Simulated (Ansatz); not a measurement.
# Ga: an axial (c/a) deformation path

An exercise on one series of results from a longer session: the logs are not shown, and one member is left open.

Program: Ansatz 0.2.0. Level of theory: DFT r2SCAN, scalar-relativistic, plane waves, PAW. These are calculated values, not measurements.

### Starting point

The structure is orthorhombic, space group Cmcm (No. 63). Conventional cell: a = 2.900 Å, b = 8.130 Å, c = 3.170 Å, α = 90.00°, β = 90.00°, γ = 90.00°. Ga (site symmetry m2m) is surrounded by 8 Ga at 2.68 to 2.90 Å.

As a file:

```xyz
2
Lattice="1.4500 -4.0650 0.0000 1.4500 4.0650 0.0000 0.0000 0.0000 3.1700" Properties=species:S:1:pos:R:3 pbc="T T T"
Ga    1.4500   -2.9837    0.7925
Ga    1.4500    2.9837    2.3775
```

The cell is taken as given, not relaxed at this level.

### Zero of energy

Reference values: F = -7580.3393 eV; pressure -1.49 GPa; largest force 0.241 eV/Å; gap on the mesh none (metal). It was computed beforehand with the settings of the runs below.

Set-up of the first run:

At fixed volume and fractional coordinates, lengths along (0.000, 0.000, 1.000) are scaled against those across it; ρ is that ratio over its starting value.

input.yaml

```yaml
crystal:
  lattice:
    - [1.5307174284, -4.2912871354, 0.0]
    - [1.5307174284, 4.2912871354, 0.0]
    - [0.0, 0.0, 2.8444952488]
  atoms:
    - { symbol: Ga, position: [0.867, 0.133, 0.25] }
    - { symbol: Ga, position: [0.133, 0.867, 0.75] }
basis:
  ecutwfc: 500
kpoints:
  mp_grid: { grid: [20, 20, 16] }
hamiltonian:
  xc: r2scan
scf:
  occupations: { method: gaussian, width: 0.15 }
output:
  forces: true
  stress: true
  eigenvalues: true
```

Launch:

```sh
$ ansatz run input.yaml --threads 1 --pin off --max-ram 2560MiB --backend cpu --events-out ev --progress --plain --runs-dir out
```

Among the steps run: ρ = 0.850; Point ρ = 1.200; At ρ = 0.920; Point ρ = 1.100; Point ρ = 0.960.

One of the session's tables, all rows but one given; the rest of the session is left out.

The scan, with free energies counted from the undisturbed cell:

```
    ρ  ΔE (meV/atom)  pressure (GPa)
0.850           45.4            -0.3
0.920           22.3            -1.0
0.960           10.5            -1.3
1.000            0.0            -1.5
1.100              ?               ?
1.200           -5.7            -1.2
```

Estimate the missing values for ρ = 1.100.

Worked estimate for «ΔE (meV/atom)». A straight line through the neighbours (1.000, 0.0) and (1.200, -5.7) gives 0.0 + (-5.7 − 0.0) × (1.100 − 1.000) / (1.200 − 1.000) = -2.9; a parabola fitted to 3 rows on both sides gives -12.6.

The run gave: ΔE (meV/atom): -14.3; pressure (GPa): -1.6. In «ΔE (meV/atom)» the line misses by +11.4 and the parabola by +1.7.
